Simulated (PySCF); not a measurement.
# Pb2 (Pb22+): the cost of one run

Program: PySCF 2.14.0. Level of theory: B3LYP, Pb def2-SVP with ECP60; scalar-relativistic core potentials, no spin–orbit coupling. These are calculated values, not measurements.

3 further runs of the same task are left out: 2 for a known fault of the program, 1 that didn't finish.

### 1 The starting structure

2 atoms, charge 2, spin multiplicity 1.

Bond lengths: Pb1–Pb2 3.050 Å.

Geometry (Å):

```csv
atom,x (Å),y (Å),z (Å)
Pb1,0.0000,0.0000,1.5250
Pb2,0.0000,0.0000,-1.5250
```

### 2 SCF at the start, singlet

Input file run.py (the lines that set the calculation):

```python
mol = gto.M(atom='''
Pb     0.00000     0.00000     1.52500
Pb     0.00000     0.00000    -1.52500''',
    basis={'Pb': 'def2-SVP'},
    ecp={'Pb': 'def2-SVP'},
    charge=2, spin=0)
mf = dft.RKS(mol, xc='B3LYP')
mf.grids.atom_grid = (50, 194)
mf = mf.density_fit()  # fitting sets: Pb def2-universal-JKFIT
mf.conv_tol = 1e-08; mf.max_cycle = 55
mf.kernel(dm0)  # dm0: free metal ions and neutral atoms
```

Command:

```sh
OMP_NUM_THREADS=2 python run.py
```

Q: Estimate wall time and peak memory on 2 threads of Arm Neoverse V1, shared host.

About 2.4 s, with a peak of 0.29 GiB.
